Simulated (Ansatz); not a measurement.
Predict the output of the script below (the Python package of Ansatz (0.2.0)).

Script `deck.py`:
```python
# -*- coding: utf-8 -*-
"""Run CH5GeN from an input written out key by key."""

import ansatz as az

DECK = """
crystal:
  periodic: [false, false, false]
  atoms:
    - { symbol: C, position_ang: [-0.6404, 0.3934, -0.5118] }
    - { symbol: "N", position_ang: [-0.3248, 0.5987, 0.834] }
    - { symbol: Ge, position_ang: [0.5071, -0.9192, 0.0126] }
    - { symbol: H, position_ang: [-1.6639, 0.1062, -0.6381] }
    - { symbol: H, position_ang: [-0.2645, 1.2066, -1.2179] }
    - { symbol: H, position_ang: [0.4057, 1.3667, 0.8947] }
    - { symbol: H, position_ang: [2.0834, -0.6186, -0.0803] }
    - { symbol: H, position_ang: [-0.0105, -2.1909, 0.651] }
basis:
  gaussian: { orbitals: def2-TZVP }
hamiltonian:
  xc: b3lyp
"""


def main():
    session = az.Session.from_yaml(DECK)
    rep = session.plan(threads=1).execute().report

    for key in ("converged", "free_energy_ev", "reference_energy_ev", "n_frozen", "n_occupied", "n_virtual"):
        print(f"{key:22s} {rep[key]}")
    symbols = ["C", "N", "Ge", "H", "H", "H", "H", "H"]
    field = rep["mean_field"]
    print("<S^2> =", round(abs(field["state"]["spin_squared"]), 4), " all-electron relativity setting:", field["relativity"])
    print("passes:", field["passes"])
    if "symmetry" in field:
        print("occupied orbitals by irrep:", field["symmetry"]["occupied"])


if __name__ == "__main__":
    main()
```

```console
$ python deck.py
converged              True
free_energy_ev         -59127.02491000283
reference_energy_ev    -59127.02491000283
n_frozen               0
n_occupied             [25, 25]
n_virtual              [115, 115]
<S^2> = 0.0  all-electron relativity setting: none
passes: {'evaluations': 16, 'products': 12}
occupied orbitals by irrep: [{'A': 25}, {'A': 25}]
```

The settings weren't tested for convergence. The geometry is a force-field or estimated start, not a minimum of this method, and the basis set is short of its limit. b3lyp holds the VWN-RPA fit, as in Gaussian; the form of ORCA and Turbomole is b3lyp5. It ran for 3.9 s on 1 thread of Arm Neoverse V1, with other jobs on the host, peak memory 0.3 GiB.

(A comment or docstring line of the script was reworded after the run, the code is as it ran; lines on the test bed's own set-up are left out of the output.)
